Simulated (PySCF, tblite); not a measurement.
**C5H9B: geometry, infrared bands and NMR shifts**

What infrared bands and NMR shifts should C5H9B (`BC[C@H]1CC1=C`) show?

Programs: tblite 0.8.0 and PySCF 2.14.0, with density-fitted response routines of our own. Each step states its level of theory. These are calculated values for one molecule in the gas phase, unless marked as measured. Atoms count from 0, in the outputs and in this text.

### 1 Starting geometry

15 atoms, charge 0, multiplicity 1; geometry from: force field or distance geometry start.

Bonds of the start (Å): B0–C1 1.62, C1–C2 1.50, C2–C3 1.51, C3–C4 1.47, C4–C5 1.34, C4–C2 1.51, B0–H6 1.18, B0–H7 1.17, C1–H8 1.12, C1–H9 1.10, C2–H10 1.10, C3–H11 1.10, C3–H12 1.10, C5–H13 1.07, C5–H14 1.11.

### 2 Relaxing the molecule with GFN2-xTB

Job settings and geometry (Å):

```
{"job": {"kind": "relax", "xc": "GFN2-xTB", "basis": "xTB"}, "charge": 0, "multiplicity": 1}
B      2.302100    -0.159600    -0.023400
C      1.023400     0.798100    -0.276700
C     -0.003500    -0.060600    -0.954600
C     -0.497300    -1.276200    -0.216200
C     -1.313100    -0.058400    -0.195900
C     -2.362900     0.715100     0.106200
H      3.278400    -0.058300    -0.678700
H      2.130600    -1.160600     0.559300
H      0.679000     1.133100     0.737800
H      1.348900     1.644300    -0.894300
H     -0.114900    -0.011200    -2.047900
H     -0.045500    -1.535600     0.757800
H     -0.828500    -2.107800    -0.862600
H     -3.179800     0.384300     0.712600
H     -2.421400     1.761400    -0.250800
```

The run is started by

```bash
$ OMP_NUM_THREADS=1 python probes_run.py task.json out
```

This one command runs all jobs of the session in turn.

**Question.** This job is followed by: GFN2-xTB harmonic vibrations, gas phase; GIAO PBE0/pcSseg-1 NMR shielding, non-relativistic, gas phase. Predict these results of the whole session: strongest single infrared mode (GFN2-xTB); zero-point energy (GFN2-xTB); ¹³C shifts against TMS (PBE0/pcSseg-1); ¹H shifts against TMS (PBE0/pcSseg-1, means over atoms taken as alike); ¹¹B shifts against BF3·OEt2 (PBE0/pcSseg-1); surface potential, 1st and 99th percentile.

The runs gave:

| quantity | value |
| --- | --- |
| strongest single infrared mode (GFN2-xTB) | 850 cm⁻¹, 169 km/mol |
| zero-point energy (GFN2-xTB) | 76.0 kcal/mol |
| ¹³C shifts against TMS (PBE0/pcSseg-1) | 147.1, 109.3, 41.1, 18.7, 12.3 ppm |
| ¹H shifts against TMS (PBE0/pcSseg-1, means over atoms taken as alike) | 8.26, 5.88, 5.80, 2.41, 1.79, 1.38, 1.02, 0.53 ppm |
| ¹¹B shifts against BF3·OEt2 (PBE0/pcSseg-1) | 93.7 ppm |
| surface potential, 1st and 99th percentile | -0.71 V and 1.41 V |

What this shows: Over 108 steps the energy fell by 0.537 eV; of the close pairs, B0–C1 changed most, 1.618 to 1.569 Å. No mode is imaginary among the 39: a minimum at this level. The strongest single mode, at 850 cm⁻¹, has its largest shares on H7, H6 and B0 (the list is cut at 3 atoms). GFN2-xTB is a fitted tight-binding method: band positions and strengths are rough. Its intensities can rank the bands wrongly. The most deshielded carbon is C4 (fully substituted alkene carbon), at 147.1 ppm: as expected for a trigonal carbon in a double bond. At PBE0/pcSseg-1: The widest tensor belongs to C4: span 256 ppm, with a paramagnetic part of -224 ppm. At PBE0/pcSseg-1, counted by nearest atom on the grid, the HOMO lies on C4, C5 about 36 % each, the LUMO on B0 52 %; H6, H7 about 15 % each.
